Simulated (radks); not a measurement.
# Taking charge from the 4s level of Pm¹⁷⁺ in fractions

The task here is to estimate one member of a computed series from the others.

Method: scalar-relativistic Kohn-Sham, PBEsol, spin-unpolarised, spherical densities, finite nucleus. Code: radks (a radial shooting solver on a logarithmic mesh, Libxc functionals) version 1.

### What is computed

* element: promethium (Z = 61)
* charge: +17
* electrons: 44
* configuration: [Kr] 4d8
* nuclear rms radius: 4.962 fm

The outer shells:

Pm¹⁷⁺
```
[Kr] core
4d [↑↓][↑↓][↑↓][↑ ][↑ ]
```

Set-up of the first run:

The run's settings:

```text
Z 61
configuration [Kr] 4d8
relativity scalar-relativistic
functional pbe_sol,pbe_sol
spin unpolarised
nucleus finite rms 4.962 fm
c 137.035999084
```

Steps of the session up to this table: Start: [Kr] 4d8.

One of the session's tables, all rows but one given; the rest of the session is left out.

It belongs to the step «Start: [Kr] 4d8». From the orbitals of this run (lengths in bohr):

```
level      <r>  outermost maximum (interpolated)  90 % within  nodes
   2s  0.09899                            0.0838        0.153      1
   2p  0.08712                            0.0676        0.142      0
   3s   0.2601                             0.239        0.381      2
   3p   0.2582                             0.234        0.386      1
   3d   0.2355                             0.192        0.367      0
   4s   0.5721                             0.543        0.816      3
   4p   0.5969                             0.563        0.859      2
   4d        ?                                 ?            ?      ?
```

Q: Estimate the row for 4d from the others.

**Answer.** <r>: 0.6255; outermost maximum (interpolated): 0.577; 90 % within: 0.920; nodes: 1. In the column «<r>» it is the highest.
